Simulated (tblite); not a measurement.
# C7H13GaO: the cost of one run

Programs: PySCF 2.14.0 with density-fitted response routines of our own, and tblite 0.8.0. All values are computed, except where a source is named. Atoms count from 0 throughout.

## 1. The molecule as given

22 atoms, charge 0, multiplicity 1; geometry from: distance geometry.

Bonds of the start (Å): C0–C1 1.51, C0–H10 1.11, C0–H11 1.11, C0–H9 1.11, C1–C2 1.52, C1–H12 1.09, C1–H13 1.11, C2–H14 1.09, C2–H15 1.12, C2–O3 1.37, C5–C6 1.34, C5–H16 1.11, C6–C7 1.48, C6–H17 1.10, C7–C8 1.49, C7–H18 1.12, C7–H19 1.12, C8–H20 1.09, C8–H21 1.11, Ga4–C5 2.10, Ga4–C8 2.11, O3–Ga4 2.00.

## 2. GFN2-xTB relaxation, conformer 1

What the job is given:

```
{"job": {"xc": "GFN2-xTB", "basis": "xTB", "kind": "relax"}, "charge": 0, "multiplicity": 1}
C     -3.484100     0.589400    -0.203800
C     -2.800800    -0.581600    -0.871300
C     -1.365300    -0.539400    -0.385000
O     -1.240100    -0.322600     0.964700
Ga     0.747400    -0.534900     0.855400
C      2.061300     0.939000     1.556500
C      3.169300     0.805900     0.817400
C      3.110600    -0.432400     0.001900
C      1.914400    -0.382100    -0.891400
H     -3.608100     0.454300     0.892000
H     -2.883300     1.513400    -0.362100
H     -4.479700     0.788100    -0.650700
H     -2.902200    -0.447600    -1.948300
H     -3.275000    -1.535600    -0.561500
H     -0.791500    -1.406900    -0.710200
H     -0.899300     0.354200    -0.873700
H      1.912500     1.682300     2.367300
H      4.013200     1.509700     0.822600
H      3.999400    -0.451600    -0.681600
H      3.131200    -1.350700     0.636600
H      1.914900    -1.221300    -1.594500
H      1.744600     0.589600    -1.390600
```

Command:

```console
OMP_NUM_THREADS=1 python ens_run.py task.json out
```

One launch serves the whole session.

Q: Estimate the wall time of this first job on 1 thread of Arm Neoverse V2, shared host.

About 2 s.
